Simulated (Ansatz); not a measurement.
This script drives Ansatz's Python interface.

The script, `bde_alb2h4no.py`:
```python
"""Cost of removing each kind of hydrogen from AlB2H4NO, fragments frozen."""

import ansatz as az
from ase import Atoms


def energy(molecule, charge=0, unpaired=0):
    calc = molecule.calculation().basis(gaussian="STO-3G").functional("cam_b3lyp")
    if charge:
        calc = calc.charge(charge)
    if unpaired:
        calc = calc.spin("collinear", total=unpaired)
    return calc.run(threads=1).report["free_energy_ev"]

def without(molecule, index):
    rest = az.Crystal.molecule()
    for i, site in enumerate(molecule.cartesian_sites):
        if i != index:
            rest = rest.atom(site.symbol, site.position_ang)
    return rest


def main() -> None:
    atoms = Atoms(["N", "B", "Al", "B", "O", "H", "H", "H", "H"], positions=[
        (1.3311, 0.2791, -1.6198),
        (0.4739, -0.1887, -0.4494),
        (-0.5263, -1.6888, 0.3767),
        (-0.3058, 0.1825, 1.0417),
        (-0.7644, 1.1466, 2.0357),
        (1.8316, 1.1598, -1.291),
        (0.6211, 0.6934, -2.322),
        (-0.9636, -3.1853, 0.4561),
        (-1.6092, 1.5551, 1.7549),
    ])
    mol = az.Crystal.molecule_from_ase(atoms)

    whole = energy(mol, 0)
    hydrogen = energy(az.Crystal.molecule().atom("H", (0, 0, 0)), 0, 1)
    print(f"E(molecule) = {whole:.5f} eV, E(H) = {hydrogen:.5f} eV")
    for index in [6, 7, 8]:
        radical = energy(without(mol, index), 0, 1)
        print(f"H{index}: homolysis {23.060548 * (radical + hydrogen - whole):.1f} kcal/mol")


if __name__ == "__main__":
    main()
```

It is started by `python bde_alb2h4no.py`. How long does it take on 1 thread of Arm Neoverse N1 (shared host), and how much memory does it need?

It took about 39 s, with a peak of 0.2 GiB, for 5 runs of the engine.

`python bde_alb2h4no.py` gives:
```text
E(molecule) = -11398.51353 eV, E(H) = -12.58794 eV
H6: homolysis 96.7 kcal/mol
H7: homolysis 78.7 kcal/mol
H8: homolysis 69.3 kcal/mol
```

Caveats:
- These settings explore the input space; basis and method may be short of convergence.
- The geometry is a force-field or estimated start, not a minimum of this method, and the basis set is short of its limit. All parts are taken at fixed geometry, without zero-point energy.
- The expectation value of S² is noticeably off S(S+1) in at least one run, so that state is spin-contaminated.
